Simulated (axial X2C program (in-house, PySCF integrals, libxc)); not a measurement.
# Linear HSnH⁺ at several levels

How do method and spin–orbit coupling move the bonds and stretches of HSnH⁺, held linear?

Program: an in-house X2C program for linear molecules on PySCF integrals. Level of theory: all-electron X2C, two-component (2c) or spin-free, H dyall-v3z, Sn dyall-v3z. These are calculated values, not measurements.

All values are calculated.

2 further runs of the same task are left out: 2 set aside as unsound or not needed.

### Step 1. Set-up

Contents of task.json:

```json
{"zs": [1, 50, 1], "q": 1, "bas": ["dyall-v3z", "dyall-v3z", "dyall-v3z"], "r0": [1.72, 1.72], "symm": 1, "scan": ["PBE0", "HF", "B3LYP"], "levels": ["PBE0", "HF", "TPSSh"], "nst": 2}
```

Keys: zs atomic numbers; q charge; bas basis sets; r0 starting distance in Å; symm equal bonds; scan levels of the two-bond scan (MP2 follows by itself at each HF point); levels methods; nst determinants followed.

The run is started by

```
$ python solin.py task.json out
```

Masses H 1.008, Sn 119.902, H 1.008 u.

### Step 2. Scan at PBE0, 2c

State: Ω = 1/2 (beyond evenly filled blocks: ω = 1/2). Energies above the lowest point, from the job's result record:

```csv
r(H–Sn) (Å),r(Sn–H) (Å),E (meV)
1.6204,1.6204,24.82
1.6204,1.6620,13.05
1.6204,1.7035,28.09
1.6620,1.6204,13.05
1.6620,1.6620,0.00
1.6620,1.7035,13.75
1.6620,1.7451,49.96
1.7035,1.6204,28.09
1.7035,1.6620,13.75
1.7035,1.7035,26.21
1.7451,1.6620,49.96
1.7451,1.7451,94.73
```

A quadratic surface with cubic terms in each bond gives the minimum at 1.660 and 1.660 Å, force constants 2.5, 2.5 and coupling -0.12 mdyn/Å.

### Step 3. Scan at HF, 2c

State: Ω = 1/2 (beyond evenly filled blocks: ω = 1/2). Energies above the lowest point, from the job's result record:

```csv
r(H–Sn) (Å),r(Sn–H) (Å),E (meV)
1.6204,1.6204,16.81
1.6204,1.6620,8.85
1.6204,1.7035,29.23
1.6620,1.6204,8.85
1.6620,1.6620,0.00
1.6620,1.7035,19.53
1.6620,1.7451,62.80
1.7035,1.6204,29.23
1.7035,1.6620,19.53
1.7035,1.7035,38.27
1.7451,1.6620,62.80
1.7451,1.7451,122.64
```

A quadratic surface with cubic terms in each bond gives the minimum at 1.653 and 1.653 Å, force constants 2.74, 2.74 and coupling -0.07 mdyn/Å.

### Step 4. Scan at B3LYP, 2c

State: Ω = 1/2 (beyond evenly filled blocks: ω = 1/2). Energies above the lowest point, from the job's result record:

```csv
r(H–Sn) (Å),r(Sn–H) (Å),E (meV)
1.6204,1.6204,29.49
1.6204,1.6620,15.43
1.6204,1.7035,27.92
1.6620,1.6204,15.43
1.6620,1.6620,0.00
1.6620,1.7035,11.12
1.6620,1.7451,44.43
1.7035,1.6204,27.92
1.7035,1.6620,11.12
1.7035,1.7035,20.87
1.7451,1.6620,44.43
1.7451,1.7451,83.34
```

A quadratic surface with cubic terms in each bond gives the minimum at 1.664 and 1.664 Å, force constants 2.44, 2.44 and coupling -0.13 mdyn/Å.

### Step 5. The levels side by side

| level | r(H–Sn) (Å) | r(Sn–H) (Å) | lower stretch (cm⁻¹) | upper stretch (cm⁻¹) |
| --- | --- | --- | --- | --- |
| PBE0, 2c | 1.660 | 1.660 | 2004.1 | 2120.1 |
| HF, 2c | 1.653 | 1.653 | 2117.4 | 2193.2 |
| B3LYP, 2c | 1.664 | 1.664 | 1973.5 | 2096.9 |
| MP2, 2c | 1.641 | 1.641 | 2051.0 | 2181.5 |
| PBE0, spin-free | 1.660 | 1.660 | 2005.0 | 2124.8 |
| HF, spin-free | 1.653 | 1.653 | 2118.6 | 2198.6 |
| B3LYP, spin-free | 1.664 | 1.664 | 1974.6 | 2102.9 |
| MP2, spin-free | 1.641 | 1.641 | 2052.1 | 2184.0 |

Scans not shown above were run alike.

In words: Over the levels the H–Sn bond spans 1.641 to 1.664 Å and the Sn–H bond 1.641 to 1.664 Å. At PBE0 spin–orbit coupling leaves both bonds unchanged to 0.001 Å. Each state is one determinant, the lowest of a limited PBE0 search; the stretches come from a fit to few points and are good to some per cent at best. MP2 freezes inner shells (threshold -2 hartree). The molecule was held linear; bending was not examined, so a bent shape may lie lower. Note: functional without a current term on a determinant with orbital currents, of the molecule or an atom.
